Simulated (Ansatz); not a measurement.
# Ta2C: tests of the settings

This session on Ta2C sets out to sweep the k-point mesh on the displaced cell.

Computed with Ansatz 0.2.0 (DFT PBEsol, scalar-relativistic, plane waves, PAW, unless a step's input says otherwise).

## (1) The structure to begin with

Symmetry: P-3m1, No. 164, trigonal system. Conventional cell: a = 3.106 Å, b = 3.106 Å, c = 4.946 Å, α = 90.00°, β = 90.00°, γ = 120.00°. Around Ta (site symmetry 3m) lie 3 C at 2.18 Å. C (site symmetry -3m) has 6 Ta at 2.18 Å as nearest neighbours.

As a file:

```cif
data_structure
_symmetry_space_group_name_H-M 'P-3m1'
_symmetry_Int_Tables_number 164
_cell_length_a 3.1059
_cell_length_b 3.1059
_cell_length_c 4.9464
_cell_angle_alpha 90.000
_cell_angle_beta 90.000
_cell_angle_gamma 120.000
_cell_volume 41.32
loop_
_atom_site_label
_atom_site_type_symbol
_atom_site_symmetry_multiplicity
_atom_site_Wyckoff_symbol
_atom_site_fract_x
_atom_site_fract_y
_atom_site_fract_z
_atom_site_occupancy
Ta1 Ta 2 d 0.33333 0.66667 0.25201 1
C1 C 1 a 0.00000 0.00000 0.00000 1
```

The structure comes from the Crystallography Open Database; it is used as listed.

## (2) The base run, which the others are set against

Input file input.yaml:

```yaml
crystal:
  lattice:
    - [3.1059007354, 0.0, 0.0]
    - [-1.5529503677, 2.6897889385, 0.0]
    - [0.0, 0.0, 4.9464]
  atoms:
    - { symbol: Ta, position: [0.3333333333, 0.6666666667, 0.25201] }
    - { symbol: Ta, position: [0.6666666667, 0.3333333333, 0.74799] }
    - { symbol: C, position: [0.0, 0.0, 0.0] }
basis:
  ecutwfc: 420
kpoints:
  mp_grid: { grid: [15, 15, 8] }
hamiltonian:
  xc: pbesol
scf:
  occupations: { method: gaussian, width: 0.1 }
output:
  forces: true
  stress: true
  eigenvalues: true
  populations: true
```

It was run beforehand and gave: -6620.5568 eV/atom at zero smearing, pressure -3.11 GPa, largest force 0.049 eV/Å, no gap on the mesh, in 6 SCF cycles and 4.2 s.

The runs on the displaced cell use a copy made earlier, with the atoms moved and the axes strained (about 1 %) at random, so that forces and shear stress do not vanish.

## (3) K-point mesh on the displaced cell: 1×1×1

Input file input.yaml:

```yaml
crystal:
  lattice:
    - [3.1269953695, 0.0278657459, 0.0245225195]
    - [-1.5393652409, 2.6471422471, -0.011391546]
    - [0.0390541105, 0.0015993642, 4.9840500141]
  atoms:
    - { symbol: Ta, position: [0.3181010407, 0.6533369423, 0.2528364193] }
    - { symbol: Ta, position: [0.6458859567, 0.2960974728, 0.7394656542] }
    - { symbol: C, position: [0.0036776188, -0.0083256325, -0.0027342063] }
basis:
  ecutwfc: 420
kpoints:
  mp_grid: { grid: [1, 1, 1] }
hamiltonian:
  xc: pbesol
scf:
  occupations: { method: gaussian, width: 0.1 }
output:
  forces: true
  stress: true
  eigenvalues: true
```

Further runs follow: K-point mesh on the displaced cell: 2×2×2; K-point mesh on the displaced cell: 4×4×2; K-point mesh on the displaced cell set to 4×4×4; K-point mesh on the displaced cell: 6×6×4; K-point mesh on the displaced cell set to 8×8×4.

**Question.** What does this series show?

As calculated:

| quantity | value |
| --- | --- |
| k-point mesh on the displaced cell: within 10 and 1 meV/atom of 10×10×6 from | 6×6×4 for 10; 8×8×4 for 1 |

What this shows: In the sweep of the k-point mesh on the displaced cell, 8×8×4 already comes within 1 meV/atom of the reference, and so do all later runs, at about 0.44 of the reference's time. That is measured against the best run here, which may itself be short of the limit. The gaps on the coarsest meshes are artefacts of sampling: the crystal is a metal on the dense ones. The error changes sign along the series, since a k mesh isn't variational, and a metal needs dense meshes to resolve its Fermi surface. Forces come within 0.01 eV/Å only at the reference itself. These runs have no spin-orbit coupling; with Ta it would split and shift bands.
